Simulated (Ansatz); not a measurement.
Lu₃PbC, space group Pm-3m, a single point

With Ansatz 0.2.0 through its Python package.

Input file `lu3pbc.extxyz`:
```text
5
Lattice="4.75169539 0.0 0.0 0.0 4.75169539 0.0 0.0 0.0 4.75169539" Properties=species:S:1:pos:R:3 pbc="T T T"
Lu    2.37584770    0.00000000    0.00000000
Lu    0.00000000    2.37584770    0.00000000
Lu    0.00000000    0.00000000    2.37584770
Pb    2.37584770    2.37584770    2.37584770
C     0.00000000    0.00000000    0.00000000
```

Notebook, run cell by cell (the value of a cell's last expression is shown):

```python
from dataclasses import dataclass
from pathlib import Path

import ansatz as az
import numpy as np
```

```python
@dataclass
class Options:
    smearing: str = 'methfessel_paxton'
    sigma: float = 0.05
    functional: str = 'pbesol'
    kmesh: tuple[int, ...] = (5, 5, 5)
```

```python
settings = Options()
```

```python
crystal = az.Crystal.from_extxyz('lu3pbc.extxyz')
```

```python
[site.symbol for site in crystal.resolved().sites]
```

    ['Lu', 'Lu', 'Lu', 'Pb', 'C']

```python
# functional, basis and sampling
calc = crystal.calculation()
calc = calc.occupations(settings.smearing, width=settings.sigma)
calc = calc.functional(settings.functional)
calc = calc.kpoints(mesh=settings.kmesh)
calc = calc.basis(17 * az.Ha)
calc = calc.potential_components().density()
planned = calc.session().plan(threads=1)
facts = planned.describe()
print('plan:', facts['n_bands'], 'bands,', len(facts['kpoints_frac']), 'k-points, plane waves', facts['n_pw_range'], 'grid', facts['fft_dense'])
outcome = planned.execute()
report = outcome.report
```

    plan: 56 bands, 10 k-points, plane waves [2398, 2469] grid [36, 36, 36]

```python
report['kweights']
```

    [0.008, 0.048, 0.048, 0.096, 0.192, 0.096, 0.064, 0.192, 0.192, 0.064]

```python
{key: value for key, value in report.items() if isinstance(value, (int, float)) and 'ev' in key}
```

    {'gap_by_band_count_ev': -2.0699434647231385,
     'fermi_energy_ev': 15.351450393001059,
     'harris_foulkes_ev': -55839.095798481125,
     'free_energy_ev': -55839.09579848075,
     'internal_energy_ev': -55839.09409762754,
     'lagrangian_ev': -55839.09579848075,
     'energy_sigma0_ev': -55839.095373267446,
     'lagrangian_sigma0_ev': -55839.095373267446,
     'lagrangian_above_aufbau_ev': -0.0017359867867787816,
     'entropy_ts_ev': 0.0017008532107263886,
     'loop_fermi_energy_ev': 15.351450393001059,
     'occupations_fermi_energy_ev': 15.351450393002942}

```python
for key in ('converged', 'n_iterations', 'n_electrons', 'n_kpoints', 'n_pw', 'n_symmetry_ops', 'free_energy_ev', 'fermi_energy_ev'):
    print(f'{key:18s} {report[key]}')
```

    converged          True
    n_iterations       9
    n_electrons        93.0
    n_kpoints          10
    n_pw               2469
    n_symmetry_ops     48
    free_energy_ev     -55839.09579848075
    fermi_energy_ev    15.351450393001059

```python
folder = Path(outcome.write_results('parts'))
text = (folder / 'v_comp_z.tsv').read_text().splitlines()
rows = np.array([line.split() for line in text if not line.startswith('#')], dtype=float)
print(text[0])
print(np.array2string(rows[:: max(len(rows) // 12, 1)], precision=3, suppress_small=True))
```

    # z_ang	v_loc[eV]	v_h[eV]	v_xc[eV]
    [[  0.    -58.756  55.208 -13.693]
     [  0.396 -31.861  33.939 -12.523]
     [  0.792  12.345  -1.382 -10.156]
     [  1.188  36.904 -22.872  -8.96 ]
     [  1.584  35.917 -25.003  -9.725]
     [  1.98   16.349 -11.65  -11.657]
     [  2.376   3.402  -1.273 -12.633]
     [  2.772  16.349 -11.65  -11.657]
     [  3.168  35.917 -25.003  -9.725]
     [  3.564  36.904 -22.872  -8.96 ]
     [  3.96   12.345  -1.382 -10.156]
     [  4.356 -31.861  33.939 -12.523]]

```python
rho = outcome.density()
total = sum(ch.density_e_per_ang3 for ch in rho.channels[:2]) if len(rho.channels) < 3 else rho.channels[0].density_e_per_ang3
print('grid', rho.dims, 'electrons', round(float(total.mean() * rho.cell_volume_ang3), 4))
print(f'density range {total.min():.4f} to {total.max():.4f} e/A^3')
print(np.array2string(total[:: max(rho.dims[0] // 8, 1), :: max(rho.dims[1] // 8, 1), 0], precision=3, suppress_small=True))
```

    grid (36, 36, 36) electrons 93.0
    density range 0.0840 to 47.4431 e/A^3
    [[ 1.616  1.295  0.432  2.102 31.005 31.005  2.102  0.432  1.295]
     [ 1.295  0.788  0.312  0.771  7.024  7.024  0.771  0.312  0.788]
     [ 0.432  0.312  0.17   0.158  0.346  0.346  0.158  0.17   0.312]
     [ 2.102  0.771  0.158  0.093  0.092  0.092  0.093  0.158  0.771]
     [31.005  7.024  0.346  0.092  0.084  0.084  0.092  0.346  7.024]
     [31.005  7.024  0.346  0.092  0.084  0.084  0.092  0.346  7.024]
     [ 2.102  0.771  0.158  0.093  0.092  0.092  0.093  0.158  0.771]
     [ 0.432  0.312  0.17   0.158  0.346  0.346  0.158  0.17   0.312]
     [ 1.295  0.788  0.312  0.771  7.024  7.024  0.771  0.312  0.788]]

Total energies depend on the potentials; only differences at equal settings carry meaning. A total without «per atom» is that of the cell as typed. For a metal this k-point mesh is coarse: on a finer one energies can move by several to tens of meV an atom and pressures by half a GPa or more, differences at one mesh by less. An absolute Fermi energy rests on an arbitrary zero of the periodic potential and has no direct meaning. A gap by band count of zero or less means overlapping bands, a metal, and at an odd count of electrons it is no gap at all. Grid values close to the nuclei reflect the PAW or pseudopotential construction, not the all-electron fields. This cell is a computed structure, which may not be the phase found in nature. Levels are Kohn-Sham eigenvalues on this mesh, without spin-orbit coupling. Finished in 4.4 s on 1 thread of AMD EPYC 7B13 (Zen 3), on a shared host, peak memory 0.51 GiB.

(Lines on the test bed's own set-up are left out of the output.)
